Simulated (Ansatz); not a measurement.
**GeNH3Cl (SMILES [NH2][GeH][Cl]): UBLYP/cc-pVDZ**

What is the vertical doublet–quartet gap of GeNH3Cl at UBLYP/cc-pVDZ? 

Program for the calculation: Ansatz 0.2.0.

72 further runs of the same task are left out: 72 set aside as unsound or not needed.

## 1. The molecule

GeNH3Cl: 6 atoms, total charge 0, spin state doublet. As SMILES, `[NH2][GeH][Cl]`. The coordinates come from a PBE0-D4/def2-TZVP relaxation. This is one conformer, not always the lowest.

Bond lengths: N1–Ge2 1.836 Å, Ge2–Cl3 2.169 Å, N1–H4 1.011 Å, N1–H5 1.011 Å, Ge2–H6 1.560 Å. Angles: N1–Ge2–Cl3 104.1°, N1–Ge2–H6 106.5°, Cl3–Ge2–H6 107.8°, Ge2–N1–H4 115.7°, Ge2–N1–H5 115.6°, H4–N1–H5 109.9°.

## 2. A single-point energy at UBLYP/cc-pVDZ

Contents of job.yaml:

```yaml
crystal:
  periodic: [false, false, false]
  atoms:
    - {symbol: "N", position_ang: [-0.446300, 0.317900, -0.788300]}
    - {symbol: Ge, position_ang: [0.075400, -0.151000, 0.908100]}
    - {symbol: Cl, position_ang: [1.243000, -1.956900, 0.623300]}
    - {symbol: H, position_ang: [-0.984500, 1.171200, -0.861400]}
    - {symbol: H, position_ang: [-0.888700, -0.414300, -1.327200]}
    - {symbol: H, position_ang: [1.043200, 0.969100, 1.399300]}
basis:
  gaussian:
    orbitals: cc-pVDZ
magnetization:
  spin_polarized: true
  initial_magnetization: 1
hamiltonian:
  xc: {name: BLYP}
accuracy: high
output: {orbitals: {seedname: orbitals}}
```

Launch:

```console
$ ansatz run job.yaml --threads 1 --pin off --max-ram 3480MiB --events-out events.jsonl --progress --plain --runs-dir runs
```

The program printed:

```text
Warning: RAYON_NUM_THREADS=1 ignored (pool sized by the plan → 1); use --threads N
Functional definition: BLYP
  name "BLYP"
  parameter beta = 0.0042
  parameter a = 0.04918
  parameter b = 0.132
  parameter c = 0.2533
  parameter d = 0.349
  exchange = b88_x(beta = beta)
  correlation = lyp_c(a = a, b = b, c = c, d = d)
1672 factors; integrals over basis functions are off by at most 4.7e-9 eV
mean field evaluation 1: about -70571.3541 eV, gradient 4.6e1 eV
mean field evaluation 2: about -70511.7246 eV, gradient 9.7e1 eV
mean field evaluation 4: about -70579.7596 eV, gradient 9.2e0 eV
mean field evaluation 8: about -70580.2684 eV, gradient 1.8e-1 eV
mean field evaluation 16: about -70580.2687 eV, gradient 1.1e-4 eV
mean field -70580.26866298 eV, -2593.7770323403 hartree, gradient 7.7e-8 eV, S^2 0.751780; 0 other end points of the search recorded, 0 dependent functions left out
reference -70580.26871103 eV, -2593.7770341060 hartree; 30, 29 occupied and 44, 45 virtual orbitals, 1672 factors
Total energy: -70580.26871103 eV, -2593.7770341060 hartree
```

Wall time 11 s (1 thread of Arm Neoverse V1, shared host); peak memory 0.23 GiB.

## 3. The quartet at the same level

Contents of run.yaml:

```yaml
crystal:
  periodic: [false, false, false]
  atoms:
    - {symbol: N, position_ang: [-0.446300, 0.317900, -0.788300]}
    - {symbol: Ge, position_ang: [0.075400, -0.151000, 0.908100]}
    - {symbol: Cl, position_ang: [1.243000, -1.956900, 0.623300]}
    - {symbol: H, position_ang: [-0.984500, 1.171200, -0.861400]}
    - {symbol: H, position_ang: [-0.888700, -0.414300, -1.327200]}
    - {symbol: H, position_ang: [1.043200, 0.969100, 1.399300]}
basis:
  gaussian:
    orbitals: cc-pVDZ
magnetization:
  spin_polarized: true
  initial_magnetization: 3
hamiltonian:
  xc: {name: BLYP}
accuracy: high
output: {orbitals: {seedname: orbitals}}
```

Launch:

```console
$ ansatz run run.yaml --threads 1 --pin off --max-ram 3480MiB --events-out events.jsonl --progress --plain --runs-dir runs
```

The program printed, shortened:

```text
Warning: RAYON_NUM_THREADS=1 ignored (pool sized by the plan → 1); use --threads N
[... 9 set-up lines as earlier in the session ...]
1672 factors; integrals over basis functions are off by at most 4.7e-9 eV
mean field evaluation 1: about -70562.9899 eV, gradient 4.7e1 eV
mean field evaluation 2: about -70486.8678 eV, gradient 1.0e2 eV
mean field evaluation 4: about -70567.8809 eV, gradient 2.9e1 eV
mean field evaluation 8: about -70573.5328 eV, gradient 6.8e0 eV
mean field evaluation 16: about -70573.9207 eV, gradient 1.9e-2 eV
mean field evaluation 32: about -70573.9207 eV, gradient 6.4e-8 eV
mean field evaluation 64: about -70571.5499 eV, gradient 3.7e0 eV
mean field -70573.92070782 eV, -2593.5437492906 hartree, gradient 6.4e-8 eV, S^2 3.752932; 8 other end points of the search recorded, 0 dependent functions left out
reference -70573.92075732 eV, -2593.5437511098 hartree; 31, 28 occupied and 43, 46 virtual orbitals, 1672 factors
Total energy: -70573.92075732 eV, -2593.5437511098 hartree
```

It took 19 s on 1 thread of Arm Neoverse V1, shared host; peak memory 0.24 GiB.

## 4. What came out

Level: UBLYP/cc-pVDZ.

```
                                        quantity           value
                           doublet: total energy  -2593.77703 Eh
     doublet: HOMO energy (highest over α and β)        -4.50 eV
      doublet: LUMO energy (lowest over α and β)        -3.58 eV
                                   doublet: ⟨S²⟩           0.752
                           quartet: total energy  -2593.54375 Eh
     quartet: HOMO energy (highest over α and β)        -0.62 eV
                                   quartet: ⟨S²⟩           3.753
vertical energy of the quartet above the doublet        6.348 eV
```

In words: At this shape the quartet lies 6.35 eV (612 kJ/mol) above the doublet.
